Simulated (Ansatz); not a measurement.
# C₂H₅F₃Sn: small, medium and large basis sets

One table from this session's results is given with a row withheld; the runs are named, their logs left out.

Method: one geometry, several basis sets; program: Ansatz 0.2.0, Gaussian basis.

Plan: PBE0-D4/def2-SVP; ωB97M-V/def2-SVP; PBE0-D4/def2-QZVPP; ωB97M-V/def2-QZVPP; the functionals' def2-TZVPP values are taken from earlier runs.

## The geometry

An earlier PBE0-D4 in a triple-zeta def2 set relaxation fixed the geometry. Sn takes the def2 core potential; no spin-orbit term is included.

SMILES `C[CH2][Sn]([F])([F])[F]`, 11 atoms, charge 0, spin multiplicity 1.

Atoms are counted from 1 here; the program's logs count them from 0.

Bond lengths: C1–C2 1.521 Å, C1–H7 1.093 Å, C1–H8 1.091 Å, C1–H9 1.091 Å, C2–Sn3 2.122 Å, C2–H10 1.091 Å, C2–H11 1.091 Å, Sn3–F4 1.902 Å, Sn3–F5 1.900 Å, Sn3–F6 1.902 Å. Angles: C2–C1–H7 109.7°, C2–C1–H8 111.9°, C2–C1–H9 111.9°, H7–C1–H8 107.6°, H7–C1–H9 107.6°, H8–C1–H9 108.0°, C1–C2–Sn3 112.4°, C1–C2–H10 112.5°, C1–C2–H11 112.5°, Sn3–C2–H10 105.6°, Sn3–C2–H11 105.5°, H10–C2–H11 107.8°, C2–Sn3–F4 113.7°, C2–Sn3–F5 115.8°, C2–Sn3–F6 113.6°, F4–Sn3–F5 104.3°, F4–Sn3–F6 103.9°, F5–Sn3–F6 104.3°.

The first run:

Input file in.yaml:

```yaml
crystal:
  periodic: [false, false, false]
  atoms:
    - {symbol: C, position_ang: [0.066665, -1.143336, 1.042584]}
    - {symbol: C, position_ang: [0.602049, -0.552669, -0.252744]}
    - {symbol: Sn, position_ang: [-0.357016, 1.268120, -0.770253]}
    - {symbol: F, position_ang: [-2.234599, 1.099702, -1.021962]}
    - {symbol: F, position_ang: [0.256111, 2.100939, -2.364725]}
    - {symbol: F, position_ang: [-0.193116, 2.619625, 0.557857]}
    - {symbol: H, position_ang: [0.590794, -2.075878, 1.266509]}
    - {symbol: H, position_ang: [-0.998532, -1.371392, 0.976344]}
    - {symbol: H, position_ang: [0.214705, -0.470227, 1.888759]}
    - {symbol: H, position_ang: [0.452391, -1.215523, -1.106796]}
    - {symbol: H, position_ang: [1.666048, -0.316460, -0.195071]}
basis:
  gaussian: {orbitals: def2-SVP}
hamiltonian: {xc: pbe0, dispersion: d4}
output: {orbitals: {seedname: orbitals}}
```

Launch:

```
> ansatz run in.yaml --threads 4 --pin off --events-out ev --progress --plain --max-ram 11315MiB
```

Among the steps run: PBE0-D4 in def2-SVP; ωB97M-V in def2-SVP; PBE0-D4 in def2-QZVPP; ωB97M-V in def2-QZVPP.

One table of the session follows, with a row left open; its other results are not shown here.

It belongs to the step «Functionals by basis». 

| functional | basis | HOMO (eV) | LUMO (eV) |
| --- | --- | --- | --- |
| PBE0-D4 | def2-SVP | -9.39 | -1.52 |
| PBE0-D4 | def2-TZVPP | -9.47 | -1.76 |
| PBE0-D4 | def2-QZVPP | -9.47 | -1.83 |
| ωB97M-V | def2-SVP | -11.55 | 0.57 |
| ωB97M-V | def2-TZVPP | ? | ? |
| ωB97M-V | def2-QZVPP | -11.66 | 0.06 |

Estimate the missing values for ωB97M-V, def2-TZVPP.

As computed: HOMO (eV): -11.65; LUMO (eV): 0.25. In the column «HOMO (eV)» it lies between ωB97M-V, def2-QZVPP (-11.66) and ωB97M-V, def2-SVP (-11.55).
